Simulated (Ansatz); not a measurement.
# Li3NbP2: the cost of one run

Program: Ansatz 0.2.0. Level of theory: DFT PBE, scalar-relativistic, plane waves, PAW. These are calculated values, not measurements.

### 1 The structure to begin with

The structure is hexagonal, space group P6/mmm (No. 191). The conventional cell has a = 4.780 Å, b = 4.780 Å, c = 4.023 Å, α = 90.00°, β = 90.00°, γ = 120.00°. Around Li (site symmetry mmm) lie 4 Li at 2.39 Å and 4 P at 2.44 Å. Nb (site symmetry 6/mmm) has 6 P at 2.76 Å and 12 Li at 3.12 Å as nearest neighbours. Around P (site symmetry -6m2) lie 6 Li at 2.44 Å and 3 Nb at 2.76 Å.

Structure file:

```cif
data_structure
_symmetry_space_group_name_H-M 'P6/mmm'
_symmetry_Int_Tables_number 191
_cell_length_a 4.7804
_cell_length_b 4.7804
_cell_length_c 4.0231
_cell_angle_alpha 90.000
_cell_angle_beta 90.000
_cell_angle_gamma 120.000
_cell_volume 79.62
loop_
_atom_site_label
_atom_site_type_symbol
_atom_site_symmetry_multiplicity
_atom_site_Wyckoff_symbol
_atom_site_fract_x
_atom_site_fract_y
_atom_site_fract_z
_atom_site_occupancy
Li1 Li 3 g 0.00000 0.50000 0.50000 1
Nb1 Nb 1 a 0.00000 0.00000 0.00000 1
P1 P 2 c 0.33333 0.66667 0.00000 1
```

It is the end of an earlier relaxation with the same method, from a database cell with other species swapped in; it is a trial structure. At a tolerance of 0.05 Å it has space group P6/mmm (No. 191); it has 13.27 Å³/atom, an uncorrected energy of -0.36 eV/atom over the elements.

### 2 Bands, states and charges

Input file input.yaml:

```yaml
crystal:
  lattice:
    - [4.7804256553, 2.7e-09, 0.0]
    - [-2.39021283, 4.139970057, 0.0]
    - [0.0, 0.0, 4.0231387555]
  atoms:
    - { symbol: Li, position: [0.0, 0.5, 0.5] }
    - { symbol: Li, position: [0.5, 0.0, 0.5] }
    - { symbol: Li, position: [0.5, 0.5, 0.5] }
    - { symbol: Nb, position: [0.0, 0.0, 0.0] }
    - { symbol: P, position: [0.3333333333, 0.6666666667, 0.0] }
    - { symbol: P, position: [0.6666666667, 0.3333333333, 0.0] }
basis:
  ecutwfc: 420
kpoints:
  mp_grid: { grid: [9, 9, 10] }
  band_path:
    path:
      - [[0.0, 0.0, 0.0], [0.5, 0.0, 0.0], [0.33333333, 0.33333333, 0.0], [0.0, 0.0, 0.0], [0.0, 0.0, 0.5], [0.5, 0.0, 0.5], [0.33333333, 0.33333333, 0.5], [0.0, 0.0, 0.5]]
      - [[0.5, 0.0, 0.5], [0.5, 0.0, 0.0]]
      - [[0.33333333, 0.33333333, 0.5], [0.33333333, 0.33333333, 0.0]]
    npoints: 14
hamiltonian:
  xc: pbe
scf:
  occupations: { method: gaussian, width: 0.1 }
  n_extra_bands: 15
output:
  forces: true
  stress: true
  eigenvalues: true
  populations: true
  dos: { projected: true, de: 0.02, nscf_kmesh: { grid: [11, 11, 12] } }
  bader: true
```

The run is started by

```sh
$ ansatz run input.yaml --threads 1 --pin off --max-ram 2048MiB --backend cpu --events-out ev --progress --plain --runs-dir out
```

What time and memory should one allow on 1 thread of Arm Neoverse V2, shared host?

About 49 s, with a peak of 0.45 GiB.
